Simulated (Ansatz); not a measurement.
# One shape, several levels: InCl (SMILES [Cl][In])

Aim: a comparison of 6 runs (HF/STO-3G, r2SCAN/STO-3G, wB97X/STO-3G, BCCD(T)/STO-3G, CCSDT(Q)/STO-3G, CCSD(T)/STO-3G) of InCl. 

Program for the calculation: Ansatz 0.2.0.

47 further runs of the same task are left out: 4 that didn't finish, 43 set aside as unsound or not needed.

## Step 1: Starting point

InCl has 2 atoms, charge 0, and is taken as a singlet. As SMILES, `[Cl][In]`. The In2–Cl1 distance was set to 3.017 Å, away from the relaxed value.

Bond lengths: Cl1–In2 3.017 Å.

## Step 2: A single-point energy at HF/STO-3G (run 1)

The input, run.yaml:

```yaml
crystal:
  periodic: [false, false, false]
  atoms:
    - {symbol: Cl, position_ang: [0.000000, -0.000000, -0.617310]}
    - {symbol: In, position_ang: [-0.000000, 0.000000, 2.399590]}
basis:
  gaussian:
    orbitals: STO-3G
hamiltonian:
  xc: hf
accuracy: high
```

On the command line:

```
ansatz run run.yaml --threads 1 --pin off --max-ram 3480MiB --events-out events.jsonl --progress --plain --runs-dir runs
```

The log of the run:

```text
Warning: RAYON_NUM_THREADS=1 ignored (pool sized by the plan → 1); use --threads N
Functional definition: HF
  name "HF"
  exchange = exact_x
  correlation = 0
623 factors; integrals over basis functions are off by at most 2.3e-8 eV
mean field evaluation 1: about -167007.4403 eV, gradient 8.8e0 eV
mean field evaluation 2: about -167007.4756 eV, gradient 8.8e0 eV
mean field evaluation 4: about -167008.7063 eV, gradient 3.5e-1 eV
mean field evaluation 8: about -167008.7044 eV, gradient 8.6e-5 eV
mean field -167008.70436932 eV, -6137.4566830069 hartree, gradient 2.9e-8 eV, S^2 0.000000; 0 other end points of the search recorded, 0 dependent functions left out
reference -167008.70436932 eV, -6137.4566830069 hartree; 33, 33 occupied and 3, 3 virtual orbitals, 623 factors
Total energy: -167008.70436932 eV, -6137.4566830069 hartree
```

Run time: 0.26 s. Hardware: 1 thread of AMD EPYC 9R45 (Zen 5), shared host.

## Step 3: A single-point energy at r2SCAN/STO-3G (run 2)

The input, molecule.yaml:

```yaml
crystal:
  periodic: [false, false, false]
  atoms:
    - {symbol: Cl, position_ang: [0.000000, -0.000000, -0.617310]}
    - {symbol: In, position_ang: [-0.000000, 0.000000, 2.399590]}
basis:
  gaussian:
    orbitals: STO-3G
hamiltonian:
  xc: {name: r2SCAN}
accuracy: high
```

On the command line:

```
ansatz run molecule.yaml --threads 1 --pin off --max-ram 3480MiB --events-out events.jsonl --progress --plain --runs-dir runs
```

The log of the run:

```text
Warning: RAYON_NUM_THREADS=1 ignored (pool sized by the plan → 1); use --threads N
Functional definition: r2SCAN
  name "r2SCAN"
  parameter k0 = 0.174
  parameter k1 = 0.065
  parameter a1 = 4.9479
  exchange = r2scan_x(k0 = k0, k1 = k1, a1 = a1)
  correlation = r2scan_c
623 factors; integrals over basis functions are off by at most 2.3e-8 eV
mean field evaluation 1: about -167081.4412 eV, gradient 9.8e0 eV
mean field evaluation 2: about -166936.7807 eV, gradient 1.3e2 eV
mean field evaluation 4: about -167083.0047 eV, gradient 3.7e0 eV
mean field evaluation 8: about -167083.1241 eV, gradient 1.2e-1 eV
mean field evaluation 16: about -167083.1242 eV, gradient 3.1e-7 eV
mean field -167083.12419096 eV, -6140.1915610087 hartree, gradient 1.4e-8 eV, S^2 0.000000; 0 other end points of the search recorded, 0 dependent functions left out
reference -167083.12419130 eV, -6140.1915610209 hartree; 33, 33 occupied and 3, 3 virtual orbitals, 623 factors
Total energy: -167083.12419130 eV, -6140.1915610209 hartree
```

It took 1.4 s on 1 thread of AMD EPYC 9R45 (Zen 5), shared host; peak memory 0.15 GiB.

Runs 3 to 5 aren't shown in full; the table further down has their settings and results.

## Step 4: A single-point energy at CCSD(T)/STO-3G (run 6)

Changes to run.yaml since step 2:

```diff
@@ -8,4 +8,10 @@
     orbitals: STO-3G
-hamiltonian:
-  xc: hf
+magnetization:
+  spin_polarized: false
+  initial_magnetization: 0
+correlation:
+  method: ccsd_t
+  frozen_orbitals: {Cl: 5, In: 18}
 accuracy: high
+scf:
+  omitted_lower_state_checks: [cluster_reference, increment]
```

On the command line:

```
ansatz run run.yaml --threads 1 --pin off --max-ram 3480MiB --events-out events.jsonl --progress --plain --runs-dir runs
```

The log of the run:

```text
Warning: RAYON_NUM_THREADS=1 ignored (pool sized by the plan → 1); use --threads N
[... 4 set-up lines as earlier in the session ...]
these checks for a lower state are left out or cut short: cluster_reference, increment
623 factors; integrals over basis functions are off by at most 2.3e-8 eV
mean field evaluation 1: about -167007.4403 eV, gradient 8.8e0 eV
mean field evaluation 2: about -167007.4756 eV, gradient 8.8e0 eV
mean field evaluation 4: about -167008.7063 eV, gradient 3.5e-1 eV
mean field evaluation 8: about -167008.7044 eV, gradient 8.6e-5 eV
mean field -167008.70436932 eV, -6137.4566830069 hartree, gradient 2.9e-8 eV, S^2 0.000000; 0 other end points of the search recorded, 0 dependent functions left out
23 core orbitals not correlated: weight in the atoms' cores, before any rotation towards them, 1.000 or more for the frozen orbitals, at most 0.000 for the correlated occupied ones
reference -167008.70436932 eV, -6137.4566830069 hartree; 10, 10 occupied and 3, 3 virtual orbitals, 623 factors
second order -0.70808107 eV of doubles, -0.00000000 eV of singles
cycle   1  -0.92793915 eV  change   -2.2e-1 eV  update   7.5e-2
cycle   2  -1.07917406 eV  change   -1.5e-1 eV  update   3.1e-2
cycle   3  -1.10906542 eV  change   -3.0e-2 eV  update   1.2e-2
cycle   4  -1.10863750 eV  change    4.3e-4 eV  update   2.0e-3
cycle   5  -1.10857106 eV  change    6.6e-5 eV  update   9.0e-4
cycle   6  -1.10888294 eV  change   -3.1e-4 eV  update   3.1e-4
cycle   7  -1.10882538 eV  change    5.8e-5 eV  update   8.3e-5
cycle   8  -1.10878412 eV  change    4.1e-5 eV  update   3.5e-5
cycle   9  -1.10880962 eV  change   -2.6e-5 eV  update   8.3e-6
cycle  10  -1.10880700 eV  change    2.6e-6 eV  update   4.4e-6
cycle  11  -1.10880768 eV  change   -6.7e-7 eV  update   7.3e-7
cycle  12  -1.10880750 eV  change    1.8e-7 eV  update   2.2e-7
cycle  13  -1.10880756 eV  change   -6.2e-8 eV  update   8.3e-8
cycle  14  -1.10880758 eV  change   -2.1e-8 eV  update   3.4e-8
cycle  15  -1.10880755 eV  change    2.8e-8 eV  update   2.9e-8
cycle  16  -1.10880708 eV  change    4.7e-7 eV  update   1.4e-7
cycle  17  -1.10880689 eV  change    1.9e-7 eV  update   5.6e-8
cycle  18  -1.10880687 eV  change    1.7e-8 eV  update   1.2e-8
cycle  19  -1.10880687 eV  change   5.4e-10 eV  update   5.2e-9
cycle  20  -1.10880687 eV  change   -2.1e-9 eV  update   3.3e-9
cycle  21  -1.10880687 eV  change   -1.5e-9 eV  update   2.4e-9
cycle  22  -1.10880688 eV  change   -4.3e-9 eV  update   1.9e-9
cycle  23  -1.10880688 eV  change   -1.2e-9 eV  update  6.2e-10
perturbative correction -0.01894092 eV, -0.0006960660 hartree
Total energy: -167009.83211712 eV, -6137.4981269741 hartree
Checks for a lower state left out: cluster_reference, increment
```

Wall time 0.36 s (1 thread of AMD EPYC 9R45 (Zen 5), shared host).

## Step 5: The series

| run | level | frozen core orbitals | energy (Eh) | wall time |
| --- | --- | --- | --- | --- |
| 1 | HF/STO-3G | – | -6137.456683 | 0.26 s |
| 2 | r2SCAN/STO-3G | – | -6140.191561 | 1.4 s |
| 3 | wB97X/STO-3G | – | -6140.173651 | 2.4 s |
| 4 | BCCD(T)/STO-3G | 23 | -6137.498152 | 0.38 s |
| 5 | CCSDT(Q)/STO-3G | 23 | -6137.498282 | 0.57 s |
| 6 | CCSD(T)/STO-3G | 23 | -6137.498127 | 0.36 s |

## Step 6: What came out

```
                                           quantity           value
                                run 6: total energy  -6137.49813 Eh
run 6: correlation energy (23 core orbitals frozen)       -41.4 mEh
                              run 6: (T) correction       -0.70 mEh
                               run 6: T1 diagnostic           0.010
```

What this shows: Below the HF energy at the same shape and in the same basis (STO-3G): BCCD(T) -41.5 mEh; CCSDT(Q) -41.6 mEh; CCSD(T) -41.4 mEh. Totals of different functionals can't be ranked against each other. In runs 1, 2, 3, 4, 5, 6 the basis is minimal, so the values are rough. In runs 1, 2, 3, 4, 5, 6 relativity is left out where basis or elements ask for it. All runs together took 5.3 s, the longest 2.4 s.
